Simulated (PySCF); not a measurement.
# C3H5FSe: the cost of one run

Program: PySCF 2.14.0. Level of theory: levels as typed in each script, gas phase, geometry from GFN2-xTB. These are calculated values, not measurements.

### Step 1. Starting geometry

10 atoms, charge 0, spin multiplicity 1.

Bond lengths: C1–C2 1.320 Å, C1–H6 1.075 Å, C1–H7 1.073 Å, C2–F3 1.356 Å, C2–C4 1.479 Å, C4–Se5 1.996 Å, C4–H8 1.091 Å, C4–H9 1.088 Å, Se5–H10 1.445 Å. Angles: C2–C1–H6 121.2°, C2–C1–H7 120.8°, H6–C1–H7 118.0°, C1–C2–F3 119.6°, C1–C2–C4 128.2°, F3–C2–C4 112.2°, C2–C4–Se5 110.6°, C2–C4–H8 111.3°, C2–C4–H9 111.6°, Se5–C4–H8 106.6°, Se5–C4–H9 105.9°, H8–C4–H9 110.6°, C4–Se5–H10 94.2°.

As a file:

```xyz
10
charge 0, multiplicity 1
C     2.37867   -0.86510    0.46479
C     1.52089   -0.05383   -0.12604
F     1.68757    1.28789   -0.02326
C     0.31737   -0.40922   -0.90936
Se   -1.33831   -0.03741    0.14106
H     3.21616   -0.48168    1.01876
H     2.26074   -1.92970    0.40196
H     0.24855    0.18484   -1.82187
H     0.29052   -1.47206   -1.14120
H    -1.00303    1.34822    0.37926
```

### Step 2. Stretching a bond (cc-pvdz)

Input file input.py:

```python
import numpy as np
from pyscf import gto, scf, mcscf

mol = gto.M(atom='''
C      2.37867    -0.86510     0.46479
C      1.52089    -0.05383    -0.12604
F      1.68757     1.28789    -0.02326
C      0.31737    -0.40922    -0.90936
Se    -1.33831    -0.03741     0.14106
H      3.21616    -0.48168     1.01876
H      2.26074    -1.92970     0.40196
H      0.24855     0.18484    -1.82187
H      0.29052    -1.47206    -1.14120
H     -1.00303     1.34822     0.37926
''', basis='cc-pvdz', charge=0, spin=0, verbose=4)
# stretch the bond between atoms 2 and 3, from long to short, fragments rigid
a, b, move = 1, 2, [2]
xyz = mol.atom_coords(unit='Angstrom')
u = xyz[b] - xyz[a]
r0 = np.linalg.norm(u)
rows, last, dm_u = [], None, None
for r in [3.72, 2.93, 2.39, 2.06, 1.8, 1.6, 1.46, 1.33, 1.22]:
    new = xyz.copy()
    new[move] += u / r0 * (r - r0)
    m = mol.set_geom_(new, unit='Angstrom', inplace=False)
    rhf = scf.RHF(m).density_fit(auxbasis='def2-universal-jkfit').run()
    uhf = scf.UHF(m).density_fit(auxbasis='def2-universal-jkfit').newton()
    if dm_u is None:
        c = rhf.mo_coeff
        h = m.nelectron // 2 - 1
        ca, cb = c.copy(), c.copy()
        ca[:, h], cb[:, h] = (c[:, h] + c[:, h + 1]) / 2**.5, (c[:, h] - c[:, h + 1]) / 2**.5
        dm_u = np.array([x[:, :h + 1] @ x[:, :h + 1].T for x in (ca, cb)])
    uhf.kernel(dm0=dm_u)
    for _ in range(3):
        c, _, stable, _ = uhf.stability(return_status=True)
        if stable:
            break
        uhf.kernel(c, uhf.mo_occ)
    dm_u = uhf.make_rdm1()
    mc = mcscf.CASSCF(rhf, 2, 2)
    mc.natorb = True
    mc.fix_spin_(ss=0)
    guess = mcscf.addons.make_natural_orbitals(uhf)[1] if last is None else mcscf.project_init_guess(mc, last.mo_coeff, last.mol)
    mc.kernel(guess)
    last = mc
    act = slice(mc.ncore, mc.ncore + mc.ncas)
    print('r %.3f  RHF %.6f  UHF %.6f  <S^2> %.3f  CASSCF %.6f  occupations' % (r, rhf.e_tot, uhf.e_tot, uhf.spin_square()[0], mc.e_tot), mc.mo_occ[act].round(4))
    rows.append((new, rhf.e_tot, uhf.e_tot, uhf.spin_square()[0], mc.e_tot, mc.mo_occ[act], mc.mo_coeff[:, act], dm_u[0] - dm_u[1], rhf.converged and uhf.converged and mc.converged))
    np.savez('result.npz', **{k: [row[i] for row in rows] for i, k in enumerate('xyz rhf uhf s2 cas occ c spin ok'.split())})
```

On the command line:

```console
> OMP_NUM_THREADS=1 python input.py
```

**Question.** How long does this run take on 1 thread of AMD EPYC 7R13 (Zen 3), shared host, and how much memory does it need?

About 6 min, with a peak of 0.32 GiB.
